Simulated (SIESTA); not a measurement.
**MgGe2 under changes of volume**

One of the cells (20.454 Å³/atom); the others are scaled copies at fixed shape and fractional positions:

```xyz
6
Lattice="5.5215 -1.8498 0.0000 5.5215 1.8498 0.0000 -3.2176 0.0000 6.0078" Properties=species:S:1:pos:R:3 pbc="T T T"
Ge    4.8996    0.0000    1.7640
Ge    2.9258    0.0000    4.2438
Ge    6.5513    0.0000    5.9203
Ge    1.2740    0.0000    0.0875
Mg    7.8794    0.0000    2.0982
Mg   -0.0541    0.0000    3.9095
```

The cell comes from a database or a generator and needn't be the stable form of this composition.

```yaml
Program: SIESTA 5.4.2
Functional: LDA
Potentials_or_basis: PseudoDojo 0.4 standard (LDA files)
Basis: DZP (energy shift 0.003 Ry; two zetas on semicore shells)
Grid_cutoff: 800 Ry
Energy_shift: 0.003 Ry
k_mesh: 6 × 6 × 4
Occupations: fermi-dirac, width 0.05 eV
Spin: no spin polarisation
```

```tsv
volume (Å³/atom)	energy over the lowest point (meV/atom)	pressure (GPa)	largest force (eV/Å)
19.227	0.00	0.4	0.256
19.636	0.57	-0.8	0.208
20.045	4.32	-2.0	0.195
20.454	10.94	-3.1	0.217
20.863	?	?	?
21.272	31.75	-4.9	0.313
21.682	45.49	-5.7	0.367
```

Question: What does the run at 20.863 Å³/atom give?

Answer: Energy over the lowest point 20.16 meV/atom; pressure -4.1 GPa; largest force 0.262 eV/Å.

Worked out: A Birch-Murnaghan fit of order 3 (a polynomial in V^(-2/3)) to the other rows has its minimum at 19.36 Å³/atom with B0 = V·E''(V) = 63 GPa and B' = 3.8 at fixed shape and positions, which overstates the stiffness. It gives 20.17 meV/atom at 20.863 Å³/atom, against the run's 20.16, and -dE/dV = -4.1 GPa, against -4.1.

Energies are extrapolated to zero smearing.

Caveats: the basis of atomic orbitals isn't converged, which shifts pressures, moduli and gaps.
